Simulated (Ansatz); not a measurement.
# CH9NSi3: the cost of one run

Method: RKS B3LYP-D4/def2-SVP, in Ansatz 0.2.0.

## Step 1: The system as given

Bond lengths: Si1–Si2 2.247 Å, Si2–N3 1.716 Å, N3–C4 1.551 Å, Si2–Si5 2.225 Å, C4–Si5 1.879 Å, Si1–H6 1.514 Å, Si1–H7 1.520 Å, Si1–H8 1.426 Å, Si2–H9 1.474 Å, N3–H10 0.981 Å, C4–H11 1.050 Å, C4–H12 1.141 Å, Si5–H13 1.482 Å, Si5–H14 1.453 Å. Angles (14 of 27 angles, heavy atoms first): Si1–Si2–N3 116.5°, Si1–Si2–Si5 110.3°, N3–Si2–Si5 80.0°, Si2–N3–C4 100.2°, N3–C4–Si5 96.2°, Si2–Si5–C4 74.9°, Si1–Si2–H9 116.8°, N3–Si2–H9 110.6°, Si5–Si2–H9 117.5°, Si2–Si1–H6 111.6°, Si2–Si1–H7 109.4°, Si2–Si1–H8 113.0°, Si2–N3–H10 114.5°, C4–N3–H10 117.0°.

Coordinates:

```xyz
14

Si   -1.4698    1.0963    1.2166
Si   -0.1350    0.8564   -0.5752
N    -0.2845   -0.6135   -1.4488
C     0.6695   -1.5205   -0.6277
Si    1.7688   -0.1362    0.0097
H    -1.0740    2.2964    2.0497
H    -2.8827    1.4115    0.7548
H    -1.5091   -0.0663    2.0421
H    -0.0489    2.0022   -1.4991
H    -1.2078   -0.9261   -1.5631
H     1.1185   -2.2837   -1.1923
H     0.0871   -2.0306    0.2102
H     2.0155   -0.2200    1.4683
H     2.9395    0.1047   -0.8164
```

## Step 2: Relaxing end A

input.yaml reads:

```yaml
crystal:
  periodic: [false, false, false]
  atoms:
    - { symbol: Si, position_ang: [-1.4698, 1.0963, 1.2166] }
    - { symbol: Si, position_ang: [-0.135, 0.8564, -0.5752] }
    - { symbol: "N", position_ang: [-0.2845, -0.6135, -1.4488] }
    - { symbol: C, position_ang: [0.6695, -1.5205, -0.6277] }
    - { symbol: Si, position_ang: [1.7688, -0.1362, 0.0097] }
    - { symbol: H, position_ang: [-1.074, 2.2964, 2.0497] }
    - { symbol: H, position_ang: [-2.8827, 1.4115, 0.7548] }
    - { symbol: H, position_ang: [-1.5091, -0.0663, 2.0421] }
    - { symbol: H, position_ang: [-0.0489, 2.0022, -1.4991] }
    - { symbol: H, position_ang: [-1.2078, -0.9261, -1.5631] }
    - { symbol: H, position_ang: [1.1185, -2.2837, -1.1923] }
    - { symbol: H, position_ang: [0.0871, -2.0306, 0.2102] }
    - { symbol: H, position_ang: [2.0155, -0.22, 1.4683] }
    - { symbol: H, position_ang: [2.9395, 0.1047, -0.8164] }
basis:
  gaussian: { orbitals: def2-SVP }
hamiltonian:
  xc: b3lyp
  dispersion: d4
relax:
  f_tol: 0.015
  max_steps: 40
output:
  orbitals: {}
```

Command:

```console
$ ansatz run input.yaml --threads 2 --pin off --max-ram 3072MiB --backend cpu --events-out ev --progress --plain --runs-dir out
```

What time and memory should one allow on 2 threads of Arm Neoverse V2, shared host?

About 55 s, with a peak of 0.32 GiB.
